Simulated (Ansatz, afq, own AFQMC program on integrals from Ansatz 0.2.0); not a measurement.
**ZrGe (singlet): quantum Monte Carlo beside coupled cluster at distance Zr1–Ge2 = 6.288 Å, def2-SVP**

How near does AFQMC come to the top of the ladder for ZrGe (singlet)?

The runs use Ansatz 0.2.0, Gaussian basis, and an in-house AFQMC program (afq) on its integrals; all values are calculated; def2-SVP, frozen cores.

Plan: PBE (unrestricted); r2SCAN (unrestricted); PBE0 (unrestricted); B3LYP (unrestricted); B2PLYP (unrestricted); CCSD(T) on RHF; UHF; CCSD(T) on UHF; CCSDT(Q) on UHF; Phaseless AFQMC, CISD trial on UHF.

9 further runs of the same task are left out: 9 that didn't finish.

## (1) The geometry

The geometry derives from a PBE0/def2-TZVP stationary point (not a proven minimum). One bond is set to the value named and the two fragments are kept rigid. No spin-orbit coupling is included. Elements past krypton take def2 core potentials. The filled d shell of Ge may be among the frozen orbitals whatever the setting's name suggests; the logs give the count.

2 atoms, charge 0, spin multiplicity 1.

Atoms are counted from 1 here; the program's logs count them from 0.

No contacts short enough for the rule that draws bonds.

Geometry (Å):

```
Zr    0.00000    0.00000    0.00000
Ge    0.00000    0.00000    6.28800
```

## (2) PBE (unrestricted)

in.yaml reads:

```yaml
crystal:
  periodic: [false, false, false]
  atoms:
    - {symbol: Zr, position_ang: [0.000000, 0.000000, 0.000000]}
    - {symbol: Ge, position_ang: [0.000000, 0.000000, 6.288000]}
basis:
  gaussian: {orbitals: def2-SVP}
magnetization: {spin_polarized: true, initial_magnetization: 0}
hamiltonian: {xc: {name: PBE}}
output: {orbitals: {seedname: orbitals}}
```

Started as:

```console
$ ansatz run in.yaml --threads 1 --pin off --events-out ev --progress --plain --max-ram 1382MiB
```

What it wrote (excerpt; [...] marks lines left out):

```text
Functional definition: PBE
  name "PBE"
  cite "Perdew, Burke & Ernzerhof, Phys. Rev. Lett. 77, 3865 (1996) doi:10.1103/PhysRevLett.77.3865"
  parent pbe
[...]
629 factors; their error is unknown
[...]
mean field -57776.03135236 eV, -2123.2299901986 hartree, gradient 2.0e-6 eV, S^2 2.457772; 46 other end points of the search recorded, 0 dependent functions left out
reference -57776.03139234 eV, -2123.2299916677 hartree; 22, 22 occupied and 41, 41 virtual orbitals, 629 factors
Total energy: -57776.03139234 eV, -2123.2299916677 hartree
```

Run time: 1.8 min. Hardware: 1 thread of AMD EPYC 9R45 (Zen 5), shared host.

From the report: ⟨S²⟩ of the determinant 2.458 (pure singlet: 0.00). The determinant is far from a pure spin state, so its energy mixes those of several spin states (harmless only where they are near-degenerate, as at dissociation).

## (3) r2SCAN (unrestricted)

Edit in.yaml of step 2 so:

```diff
@@ -8,3 +8,2 @@
 magnetization: {spin_polarized: true, initial_magnetization: 0}
-hamiltonian: {xc: {name: PBE}}
-output: {orbitals: {seedname: orbitals}}
+hamiltonian: {xc: {name: r2SCAN}}
```

The command is unchanged.

What it wrote (excerpt; [...] marks lines left out):

```text
Functional definition: r2SCAN
  name "r2SCAN"
  cite "Furness, Kaplan, Ning, Perdew & Sun, J. Phys. Chem. Lett. 11, 8208 (2020) doi:10.1021/acs.jpclett.0c02405"
  cite "Furness, Kaplan, Ning, Perdew & Sun, J. Phys. Chem. Lett. 11, 9248 (2020) doi:10.1021/acs.jpclett.0c03077"
  parent r2scan
[...]
629 factors; their error is unknown
[...]
mean field -57784.78221651 eV, -2123.5515785245 hartree, gradient 1.5e-6 eV, S^2 2.678050; 24 other end points of the search recorded, 0 dependent functions left out
reference -57784.78224635 eV, -2123.5515796212 hartree; 22, 22 occupied and 41, 41 virtual orbitals, 629 factors
Total energy: -57784.78224635 eV, -2123.5515796212 hartree
```

It took 5 min on 1 thread of AMD EPYC 9R45 (Zen 5), shared host.

From the report: ⟨S²⟩ of the determinant 2.678 (pure singlet: 0.00). The determinant is far from a pure spin state, so its energy mixes those of several spin states (harmless only where they are near-degenerate, as at dissociation).

## (4) PBE0 (unrestricted)

Edit in.yaml of step 3 so:

```diff
@@ -8,2 +8,3 @@
 magnetization: {spin_polarized: true, initial_magnetization: 0}
-hamiltonian: {xc: {name: r2SCAN}}
+hamiltonian: {xc: {name: PBE0}}
+output: {orbitals: {seedname: orbitals}}
```

Launched as before.

What it wrote (excerpt; [...] marks lines left out):

```text
Functional definition: PBE0
  name "PBE0"
  cite "Adamo & Barone, J. Chem. Phys. 110, 6158 (1999) doi:10.1063/1.478522"
  cite "Perdew, Burke & Ernzerhof, Phys. Rev. Lett. 77, 3865 (1996) doi:10.1103/PhysRevLett.77.3865"
  parent pbe
[...]
643 factors; integrals over basis functions are off by at most 1.5e-4 eV
[...]
mean field -57776.99754413 eV, -2123.2654970913 hartree, gradient 5.3e-6 eV, S^2 2.250084; 31 other end points of the search recorded, 0 dependent functions left out
reference -57776.99757389 eV, -2123.2654981850 hartree; 22, 22 occupied and 41, 41 virtual orbitals, 643 factors
Total energy: -57776.99757389 eV, -2123.2654981850 hartree
```

Wall time 2.5 min (1 thread of AMD EPYC 9R45 (Zen 5), shared host); peak memory 0.25 GiB.

From the report: ⟨S²⟩ of the determinant 2.250 (pure singlet: 0.00). The determinant is far from a pure spin state, so its energy mixes those of several spin states (harmless only where they are near-degenerate, as at dissociation).

## (5) B3LYP (unrestricted)

Edit in.yaml of step 4 so:

```diff
@@ -8,3 +8,2 @@
 magnetization: {spin_polarized: true, initial_magnetization: 0}
-hamiltonian: {xc: {name: PBE0}}
-output: {orbitals: {seedname: orbitals}}
+hamiltonian: {xc: {name: B3LYP}}
```

Launched as before.

What it wrote (excerpt; [...] marks lines left out):

```text
Functional definition: B3LYP
  name "B3LYP"
  cite "Stephens, Devlin, Chabalowski & Frisch, J. Phys. Chem. 98, 11623 (1994) doi:10.1021/j100096a001"
  cite "Becke, Phys. Rev. A 38, 3098 (1988) doi:10.1103/PhysRevA.38.3098"
  cite "Lee, Yang & Parr, Phys. Rev. B 37, 785 (1988) doi:10.1103/PhysRevB.37.785"
  cite "Vosko, Wilk & Nusair, Can. J. Phys. 58, 1200 (1980) doi:10.1139/p80-159"
[...]
643 factors; integrals over basis functions are off by at most 1.5e-4 eV
[...]
mean field -57786.37674838 eV, -2123.6101764901 hartree, gradient 9.7e-6 eV, S^2 2.007960; 31 other end points of the search recorded, 0 dependent functions left out
reference -57786.37697668 eV, -2123.6101848797 hartree; 22, 22 occupied and 41, 41 virtual orbitals, 643 factors
Total energy: -57786.37697668 eV, -2123.6101848797 hartree
```

Wall time 2.6 min (1 thread of AMD EPYC 9R45 (Zen 5), shared host); peak memory 0.25 GiB.

From the report: ⟨S²⟩ of the determinant 2.008 (pure singlet: 0.00). The determinant is far from a pure spin state, so its energy mixes those of several spin states (harmless only where they are near-degenerate, as at dissociation).

## (6) B2PLYP (unrestricted)

Edit in.yaml of step 5 so:

```diff
@@ -8,2 +8,3 @@
 magnetization: {spin_polarized: true, initial_magnetization: 0}
-hamiltonian: {xc: {name: B3LYP}}
+hamiltonian: {xc: {name: B2PLYP}}
+correlation: {electrons: outside_noble_gas}
```

Launched as before.

What it wrote (excerpt; [...] marks lines left out):

```text
Functional definition: B2PLYP
  name "B2PLYP"
  cite "Grimme, J. Chem. Phys. 124, 034108 (2006) doi:10.1063/1.2148954"
  cite "Becke, Phys. Rev. A 38, 3098 (1988) doi:10.1103/PhysRevA.38.3098"
  cite "Lee, Yang & Parr, Phys. Rev. B 37, 785 (1988) doi:10.1103/PhysRevB.37.785"
[...]
643 factors; integrals over basis functions are off by at most 1.5e-4 eV
[...]
mean field -57768.32496282 eV, -2122.9467856065 hartree, gradient 1.1e-10 eV, S^2 2.009920; 18 other end points of the search recorded, 0 dependent functions left out
18 core orbitals not correlated: weight in the atoms' cores, before any rotation towards them, 1.000 or more for the frozen orbitals, at most 0.000 for the correlated occupied ones
reference -57768.32510510 eV, -2122.9467908352 hartree; 4, 4 occupied and 41, 41 virtual orbitals, 643 factors
second order -2.71600705 eV of doubles, -0.00000000 eV of singles
Total energy: -57769.05842700 eV, -2122.9737399181 hartree
```

Wall time 3 min (1 thread of AMD EPYC 9R45 (Zen 5), shared host).

From the report: ⟨S²⟩ of the determinant 2.010 (pure singlet: 0.00). The determinant is far from a pure spin state, so its energy mixes those of several spin states (harmless only where they are near-degenerate, as at dissociation).

## (7) CCSD(T) on RHF

in.yaml reads:

```yaml
crystal:
  periodic: [false, false, false]
  atoms:
    - {symbol: Zr, position_ang: [0.000000, 0.000000, 0.000000]}
    - {symbol: Ge, position_ang: [0.000000, 0.000000, 6.288000]}
basis:
  gaussian: {orbitals: def2-SVP}
magnetization: {spin_polarized: false}
correlation: {method: ccsd_t, electrons: outside_noble_gas, hamiltonian_folder: ham}
```

Launched as before.

What it wrote (excerpt; [...] marks lines left out):

```text
Functional definition: HF
  name "HF"
  cite "Fock, Z. Phys. 61, 126 (1930) doi:10.1007/BF01340294"
  parent pbe
[...]
643 factors; integrals over basis functions are off by at most 1.5e-4 eV
[...]
mean field -57725.27342619 eV, -2121.3646708167 hartree, gradient 6.6e-6 eV, S^2 0.000000; 38 other end points of the search recorded, 0 dependent functions left out; unrestricted orbitals would lower it
[...]
determinant -57725.27342619 eV, -2121.3646708167 hartree, with singles and doubles -57729.29866908 eV, -2121.5125957647 hartree
determinant -57725.27210903 eV, -2121.3646224122 hartree, with singles and doubles -57729.29326661 eV, -2121.5123972277 hartree
determinant -57725.26663157 eV, -2121.3644211192 hartree, with singles and doubles -57729.29469782 eV, -2121.5124498237 hartree
determinant -57725.25581969 eV, -2121.3640237900 hartree, with singles and doubles -57729.28558160 eV, -2121.5121148087 hartree
[...]
determinant -57725.17658008 eV, -2121.3611117879 hartree, with singles and doubles -57729.32257752 eV, -2121.5134743837 hartree
determinant -57725.17654072 eV, -2121.3611103416 hartree, with singles and doubles -57729.32382386 eV, -2121.5135201856 hartree
[...]
unrestricted determinant -57728.68178095 eV, -2121.4899255439 hartree, S^2 2.0252
18 core orbitals not correlated: weight in the atoms' cores, before any rotation towards them, 1.000 or more for the frozen orbitals, at most 0.000 for the correlated occupied ones
reference -57725.27342619 eV, -2121.3646708167 hartree; 4, 4 occupied and 41, 41 virtual orbitals, 643 factors
second order -2.62232181 eV of doubles, -0.00000000 eV of singles
cycle   1  -4.09795024 eV  change   -4.2e-7 eV  update   9.1e-6
[...]
cycle  13  -4.09795841 eV  change   -1.6e-6 eV  update   4.2e-6
perturbative correction -0.27431257 eV, -0.0100808011 hartree
WARN: in the space of 9 natural orbitals, full CI finds another state of this spin 1.822 eV below this run's state, or below the method's energy where it doesn't find this run's state
Total energy: -57729.64569717 eV, -2121.5253488115 hartree
```

It took 61 s on 1 thread of AMD EPYC 9R45 (Zen 5), shared host.

From the report: correlation -4.3723 eV; T1 0.033; largest double amplitude 0.39. The report marks this result as in doubt.

This run also writes the integrals to the folder ham.

## (8) UHF

in.yaml reads:

```yaml
crystal:
  periodic: [false, false, false]
  atoms:
    - {symbol: Zr, position_ang: [0.000000, 0.000000, 0.000000]}
    - {symbol: Ge, position_ang: [0.000000, 0.000000, 6.288000]}
basis:
  gaussian: {orbitals: def2-SVP}
magnetization: {spin_polarized: true, initial_magnetization: 0}
hamiltonian: {xc: hf}
output: {orbitals: {seedname: orbitals}}
```

Launched as before.

What it wrote (excerpt; [...] marks lines left out):

```text
Functional definition: HF
  name "HF"
  cite "Fock, Z. Phys. 61, 126 (1930) doi:10.1007/BF01340294"
  parent pbe
[...]
643 factors; integrals over basis functions are off by at most 1.5e-4 eV
[...]
mean field -57728.68178103 eV, -2121.4899255470 hartree, gradient 2.5e-6 eV, S^2 2.025180; 22 other end points of the search recorded, 0 dependent functions left out
reference -57728.68178103 eV, -2121.4899255470 hartree; 22, 22 occupied and 41, 41 virtual orbitals, 643 factors
Total energy: -57728.68178103 eV, -2121.4899255470 hartree
```

Run time: 31 s. Hardware: 1 thread of AMD EPYC 9R45 (Zen 5), shared host.

From the report: ⟨S²⟩ of the determinant 2.025 (pure singlet: 0.00). The determinant is far from a pure spin state, so its energy mixes those of several spin states (harmless only where they are near-degenerate, as at dissociation).

## (9) CCSD(T) on UHF

Edit in.yaml of step 8 so:

```diff
@@ -8,3 +8,2 @@
 magnetization: {spin_polarized: true, initial_magnetization: 0}
-hamiltonian: {xc: hf}
-output: {orbitals: {seedname: orbitals}}
+correlation: {method: ccsd_t, electrons: outside_noble_gas, hamiltonian_folder: ham}
```

The command is unchanged.

What it wrote (excerpt; [...] marks lines left out):

```text
Functional definition: HF
  name "HF"
  cite "Fock, Z. Phys. 61, 126 (1930) doi:10.1007/BF01340294"
  parent pbe
[...]
643 factors; integrals over basis functions are off by at most 1.5e-4 eV
[...]
mean field -57728.68178103 eV, -2121.4899255470 hartree, gradient 4.3e-8 eV, S^2 2.025180; 85 other end points of the search recorded, 0 dependent functions left out
determinant -57728.68178103 eV, -2121.4899255470 hartree, with singles and doubles -57731.51761808 eV, -2121.5941406362 hartree
determinant -57728.68058177 eV, -2121.4898814751 hartree, with singles and doubles -57731.51637888 eV, -2121.5940950966 hartree
determinant -57728.67936102 eV, -2121.4898366132 hartree, with singles and doubles -57731.51565876 eV, -2121.5940686325 hartree
determinant -57728.67887104 eV, -2121.4898186067 hartree, with singles and doubles -57731.51516851 eV, -2121.5940506163 hartree
[...]
determinant -57728.48787995 eV, -2121.4827998136 hartree, with singles and doubles -57731.41457827 eV, -2121.5903539931 hartree
determinant -57728.48780557 eV, -2121.4827970801 hartree, with singles and doubles -57731.41507328 eV, -2121.5903721844 hartree
determinant -57728.48720461 eV, -2121.4827749953 hartree, with singles and doubles -57731.41448840 eV, -2121.5903506905 hartree
[...]
18 core orbitals not correlated: weight in the atoms' cores, before any rotation towards them, 0.999 or more for the frozen orbitals, at most 0.000 for the correlated occupied ones
reference -57728.67936104 eV, -2121.4898366139 hartree; 4, 4 occupied and 41, 41 virtual orbitals, 643 factors
second order -2.06401345 eV of doubles, -0.00000000 eV of singles
cycle   1  -2.83893743 eV  change    4.8e-6 eV  update   1.3e-4
[...]
cycle   4  -2.83894330 eV  change   -6.4e-8 eV  update   5.4e-6
perturbative correction -0.06897802 eV, -0.0025348954 hartree
Total energy: -57731.58728236 eV, -2121.5967007514 hartree
```

It took 1.8 min on 1 thread of AMD EPYC 9R45 (Zen 5), shared host.

From the report: ⟨S²⟩ of the determinant 2.024 (pure singlet: 0.00); correlation -2.9079 eV; T1 0.017; largest double amplitude 0.09. The determinant is far from a pure spin state, so its energy mixes those of several spin states (harmless only where they are near-degenerate, as at dissociation).

This run also writes the integrals to the folder ham.

## (10) CCSDT(Q) on UHF

Edit in.yaml of step 9 so:

```diff
@@ -8,2 +8,2 @@
 magnetization: {spin_polarized: true, initial_magnetization: 0}
-correlation: {method: ccsd_t, electrons: outside_noble_gas, hamiltonian_folder: ham}
+correlation: {method: ccsdt_q, electrons: outside_noble_gas}
```

The command is unchanged.

What it wrote (excerpt; [...] marks lines left out):

```text
Functional definition: HF
  name "HF"
  cite "Fock, Z. Phys. 61, 126 (1930) doi:10.1007/BF01340294"
  parent pbe
[...]
976 factors; integrals over basis functions are off by at most 2.1e-7 eV
[...]
mean field -57728.68178985 eV, -2121.4899258711 hartree, gradient 2.7e-10 eV, S^2 2.025185; 87 other end points of the search recorded, 0 dependent functions left out
determinant -57728.68178985 eV, -2121.4899258711 hartree, with singles and doubles -57731.51763247 eV, -2121.5941411653 hartree
determinant -57728.68059011 eV, -2121.4898817813 hartree, with singles and doubles -57731.51639221 eV, -2121.5940955865 hartree
determinant -57728.67936860 eV, -2121.4898368919 hartree, with singles and doubles -57731.51567504 eV, -2121.5940692309 hartree
determinant -57728.67887860 eV, -2121.4898188845 hartree, with singles and doubles -57731.51518350 eV, -2121.5940511670 hartree
[...]
determinant -57728.48788655 eV, -2121.4828000562 hartree, with singles and doubles -57731.41459175 eV, -2121.5903544885 hartree
determinant -57728.48781544 eV, -2121.4827974429 hartree, with singles and doubles -57731.41508749 eV, -2121.5903727066 hartree
determinant -57728.48721440 eV, -2121.4827753550 hartree, with singles and doubles -57731.41450219 eV, -2121.5903511971 hartree
18 core orbitals not correlated: weight in the atoms' cores, before any rotation towards them, 0.999 or more for the frozen orbitals, at most 0.000 for the correlated occupied ones
reference -57728.67936860 eV, -2121.4898368919 hartree; 4, 4 occupied and 41, 41 virtual orbitals, 976 factors
second order -2.06402584 eV of doubles, -0.00000000 eV of singles
cycle   1  -2.57270531 eV  change   -5.1e-1 eV  update   8.5e-2
[...]
cycle  20  -2.94322033 eV  change   -1.5e-8 eV  update   6.0e-7
perturbative correction -0.00220136 eV, -0.0000808986 hartree
Total energy: -57731.62479030 eV, -2121.5980791428 hartree
```

Wall time 3.2 min (1 thread of AMD EPYC 9R45 (Zen 5), shared host); peak memory 0.48 GiB.

From the report: ⟨S²⟩ of the determinant 2.024 (pure singlet: 0.00); correlation -2.9454 eV; T1 0.018; largest double amplitude 0.10. The determinant is far from a pure spin state, so its energy mixes those of several spin states (harmless only where they are near-degenerate, as at dissociation).

## (11) Phaseless AFQMC, CISD trial on UHF

It reads the integrals that the CCSD(T) run on this determinant wrote.

Started as:

```console
$ afq ham --method phaseless --trial cisd --walkers 60 --populations 1 --least-time 40 --time-step 0.005 --steps-per-block 50 --equilibration-blocks 40 --max-blocks 300 --target-error 0.00068 --factor-cut 1e-05 --start spin_pure --seed 7503 --release-times 0.24,0.6,1.2,2,3,4.2 --release-step 0.04 --release-every 4 --taylor-order 6
```

What it wrote:

```text
orbitals 45  electrons 4 4  factors 324 of 643
reference energy -2121.48983661 Eh
CCSD correlation -0.10432934 Eh in 19 cycles, weight of the determinant in the CISD state 0.8726
energy of the start -2121.593805 Eh
 block  time / (1/Eh)  mean weight  energy / Eh
     1     0.250  0.9997  -2121.593002
     2     0.500  0.9992  -2121.592904
     3     0.750  0.9994  -2121.593074
     4     1.000  0.9996  -2121.593269
     5     1.250  0.9998  -2121.593809
     6     1.500  0.9997  -2121.594092
     7     1.750  1.0011  -2121.594599
     8     2.000  1.0004  -2121.595349
     9     2.250  0.9999  -2121.595507
    10     2.500  1.0013  -2121.595279
    11     2.750  1.0001  -2121.595461
    16     4.000  0.9995  -2121.597126
    21     5.250  1.0012  -2121.595686
    26     6.500  1.0012  -2121.596320
    31     7.750  0.9996  -2121.594657
    36     9.000  1.0002  -2121.597547
    41    10.250  1.0003  -2121.599047
    46    11.500  0.9986  -2121.595311
    51    12.750  1.0005  -2121.599587
    56    14.000  0.9999  -2121.601746
    61    15.250  0.9997  -2121.597025
    66    16.500  1.0004  -2121.596175
    71    17.750  1.0012  -2121.595188
    76    19.000  1.0003  -2121.595083
    81    20.250  0.9990  -2121.594167
    86    21.500  0.9995  -2121.594107
    91    22.750  1.0029  -2121.594590
    96    24.000  0.9996  -2121.602655
   101    25.250  0.9994  -2121.596884
   106    26.500  1.0000  -2121.595824
   111    27.750  0.9994  -2121.596956
   116    29.000  0.9999  -2121.598047
   121    30.250  1.0014  -2121.594797
   126    31.500  0.9984  -2121.592982
   131    32.750  1.0000  -2121.596925
   136    34.000  0.9998  -2121.594221
   141    35.250  1.0021  -2121.594028
   146    36.500  1.0011  -2121.597169
   151    37.750  1.0000  -2121.598665
   156    39.000  1.0017  -2121.595955
   161    40.250  0.9990  -2121.595754
   166    41.500  1.0003  -2121.595007
   171    42.750  1.0002  -2121.594220
   176    44.000  1.0004  -2121.595966
   181    45.250  0.9992  -2121.596121
   186    46.500  0.9982  -2121.595897
   191    47.750  0.9998  -2121.597245
   196    49.000  1.0001  -2121.594178
blocks merged  error / Eh  count
     1  0.000171  160
     2  0.000219  80
     4  0.000254  40
     8  0.000291  20
    16  0.000337  10
released: time / (1/Eh)  energy / Eh  error  mean overlap
  0.24  -2121.596594  0.000311  0.9994
  0.60  -2121.596982  0.000317  0.9909
  1.20  -2121.596775  0.000362  1.0119
  2.00  -2121.597239  0.000345  1.0224
  3.00  -2121.597505  0.000606  0.9909
  4.20  -2121.596625  0.001054  1.0010
energy -2121.596487 +/- 0.000291 Eh
```

Wall time 2.6 min (1 thread of AMD EPYC 9R45 (Zen 5), shared host).

Energy -57731.5815 ± 0.0079 eV. Caveats: constraint bias not in the error.

## (12) All levels side by side

On the UHF determinant, counted from CCSDT(Q) (a yardstick, not exact):

| level | energy (eV) | from CCSDT(Q) (kcal/mol) | statistical error (kcal/mol) | time |
| --- | --- | --- | --- | --- |
| HF | -57728.6794 | +67.92 |  |  |
| MP2 | -57730.7434 | +20.33 |  |  |
| CCSD | -57731.5183 | +2.46 |  |  |
| CCSD(T) | -57731.5873 | +0.86 |  |  |
| CCSDT(Q) | -57731.6248 | 0.00 |  |  |
| Phaseless AFQMC, CISD trial, step 0.005, 60 walkers | -57731.5815 | +1.00 | 0.18 | 2.6 min |

The functionals' totals stand on their own zeros and serve differences with other points: PBE -57776.031 eV; r2SCAN -57784.782 eV; PBE0 -57776.998 eV; B3LYP -57786.377 eV; B2PLYP -57769.058 eV.

## (13) What came out

| quantity | value |
| --- | --- |
| CCSD(T) on UHF from CCSDT(Q) | +0.86 kcal/mol |
| Phaseless AFQMC, CISD trial on UHF from CCSDT(Q) | +1.00 ± 0.18 kcal/mol |

On UHF the phaseless walk with the CISD trial lies +1.00 kcal/mol from CCSDT(Q), 5 times its error bar. Error bars are statistical and leave out the constraint, the time step and what remains of the start. Zr carries a core potential, and spin-orbit coupling is left out.
